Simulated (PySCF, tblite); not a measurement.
# C6H7NO: geometry, infrared bands and NMR shifts

Aim: predict the infrared bands and NMR shifts of C6H7NO (`CO[C@@]1(C#N)C=CC1`).

The runs use tblite 0.8.0 and PySCF 2.14.0, with density-fitted response routines of our own; the level of theory stands in each step. All values are computed, except where a source is named. Atoms count from 0, in the outputs and in this text.

## Step 1: Starting geometry

15 atoms, charge 0, multiplicity 1; geometry from: force field or distance geometry start.

Bonds of the start (Å): C0–O1 1.38, O1–C2 1.43, C2–C3 1.47, C3–N4 1.15, C2–C5 1.45, C5–C6 1.30, C6–C7 1.46, C7–C2 1.47, C0–H8 1.11, C0–H9 1.14, C0–H10 1.10, C5–H11 1.11, C6–H12 1.10, C7–H13 1.12, C7–H14 1.11.

## Step 2: Relaxing the molecule with GFN2-xTB

The job: settings as JSON, then the geometry in Å.

```
{"job": {"kind": "relax", "xc": "GFN2-xTB", "basis": "xTB"}, "charge": 0, "multiplicity": 1}
C     -1.723400     0.393000    -0.954700
O     -0.371000     0.498500    -1.211300
C      0.279100     0.299900     0.048200
C     -0.129300     1.307800     1.038400
N     -0.441700     2.090800     1.824500
C      0.065300    -1.074000     0.468700
C      1.330200    -1.357600     0.410200
C      1.712300    -0.019200    -0.016300
H     -2.230300     0.544700    -1.932000
H     -2.059500     1.267900    -0.312500
H     -1.982000    -0.576300    -0.507100
H     -0.821500    -1.671800     0.748400
H      1.896200    -2.277400     0.628900
H      2.197200     0.049500    -1.025500
H      2.273800     0.532300     0.770200
```

Run with:

```console
> OMP_NUM_THREADS=1 python probes_run.py task.json out
```

This one command runs all jobs of the session in turn.

**Question.** This job is followed by: GFN2-xTB harmonic vibrations, gas phase; GIAO PBE0/pcSseg-1 NMR shielding, non-relativistic, gas phase. What will the session give for the following? strongest single infrared mode (GFN2-xTB); zero-point energy (GFN2-xTB); 13C shifts against TMS (PBE0/pcSseg-1); 1H shifts against TMS (PBE0/pcSseg-1, means over atoms taken as alike); 17O shifts against H2O (PBE0/pcSseg-1); 15N shifts against NH3 (PBE0/pcSseg-1).

The runs gave:

```
                                                              quantity                                      value
                             strongest single infrared mode (GFN2-xTB)                      2393 cm⁻¹, 154 km/mol
                                          zero-point energy (GFN2-xTB)                              71.9 kcal/mol
                                13C shifts against TMS (PBE0/pcSseg-1)  152.7, 145.3, 122.4, 72.9, 56.4, 47.5 ppm
1H shifts against TMS (PBE0/pcSseg-1, means over atoms taken as alike)           6.77, 6.77, 3.65, 3.14, 2.97 ppm
                                17O shifts against H2O (PBE0/pcSseg-1)                                   57.4 ppm
                                15N shifts against NH3 (PBE0/pcSseg-1)                                  307.4 ppm
```

Relaxing lowered the energy by 0.697 eV in 60 steps; the close pair that moved most is C2–C7, from 1.470 to 1.563 Å. All 39 modes are real, so the xTB geometry is a minimum. The strongest single mode, at 2393 cm⁻¹, moves mainly C3 and N4. Unscaled tight-binding wavenumbers are off by several per cent, some by more. Its intensities can rank the bands wrongly. At PBE0/pcSseg-1: The widest tensor belongs to N4: span 484 ppm, with a paramagnetic part of -380 ppm.
